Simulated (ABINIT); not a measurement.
BiTe, 2 atoms in the cell. It takes space group R-3m (No. 166, trigonal). The conventional cell has a = 4.845 Å, b = 4.845 Å, c = 9.952 Å, α = 90.00°, β = 90.00°, γ = 120.00°. Around Bi (site symmetry -3m) lie 6 Te at 3.25 Å. Te (site symmetry -3m) has 6 Bi at 3.25 Å as nearest neighbours. The cell comes from a database or a generator and needn't be the stable form of this composition.

```yaml
Program: ABINIT 10.8.3 (patched build)
Task: relaxation of cell and atoms
Functional: PBEsol
Potentials_or_basis: JTH PAW PBE v2.0
Cutoff: 707 eV
k_mesh: 5 × 5 × 5
Occupations: fermi-dirac, width 0.05 eV
Spin: no spin polarisation
Cell_freedom_optcell: 2
Cutoff_smearing_ecutsm_Ha: 0.5
Optimiser_ionmov: 22
Force_stop_Ha/bohr: 5e-05
Fine-grid_cutoff: 1306.15 eV
```

Potentials or basis: JTH PAW PBE v2.0.

The run is started by

```console
$ abinit run.abi > log 2>&1
```

Hardware: 1 thread of Arm Neoverse V1, on a shared host.

Q: Estimate the wall time of this run.

A: It took 5.6 min on 1 thread of Arm Neoverse V1, with other jobs on the host, peak memory 0.19 GiB. Counts: scf iterations 89, mpi ranks 1, k points 19, bands 15, plane waves 3652, ion steps 8.
